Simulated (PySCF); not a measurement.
# C4H10AlF (AlEt2F): the cost of one run

Computed with PySCF 2.14.0, with density-fitted response routines of our own, on a single molecule in the gas phase. Atoms are numbered from 0 throughout.

**1. The molecule as given**

16 atoms, charge 0, multiplicity 1; geometry from: GFN2-xTB. The atoms were then displaced at random by about 0.03 Å, so the start is not that level's minimum.

Bonds of the start (Å): Al0–C1 1.92, Al0–C8 2.11, Al0–F15 1.59, C1–C2 1.51, C1–H3 1.15, C1–H4 1.12, C2–H5 1.14, C2–H6 1.08, C2–H7 1.03, C8–C9 1.55, C8–H10 1.10, C8–H11 1.06, C9–H12 1.18, C9–H13 1.09, C9–H14 1.09.

**2. Relaxing the molecule at PBE0-D3(BJ)/def2-SVP**

What the job is given:

```
{"job": {"xc": "PBE0", "basis": "def2-SVP", "d3": "d3bj", "grid": 1, "maxiter": 40, "shake": 0.03, "kind": "geom"}, "charge": 0, "multiplicity": 1}
Al    -0.037930    -0.301020    -0.052900
C      1.837110    -0.342190     0.380640
C      2.092660    -1.589000     1.198340
H      2.287840     0.571650     0.916690
H      2.462290    -0.379550    -0.552380
H      3.213080    -1.695940     1.373060
H      1.699410    -1.522590     2.199550
H      1.818810    -2.458150     0.712180
C     -1.162760     1.429990    -0.486230
C     -2.552690     1.015040    -1.046180
H     -0.661720     2.011420    -1.267560
H     -1.264430     2.080940     0.340290
H     -3.238840     1.933160    -1.312420
H     -2.504170     0.452610    -1.974430
H     -3.086540     0.372110    -0.349540
F     -0.936480    -1.612420    -0.012670
```

The run is started by

```console
$ OMP_NUM_THREADS=1 python probes_run.py task.json out
```

One launch serves the whole session: the jobs run in the order shown.

**Question.** How long does this first job take on 1 thread of Intel Xeon at 2.50GHz, shared host, and how much memory does it need?

About 2.3 min, with a peak of 0.51 GiB.
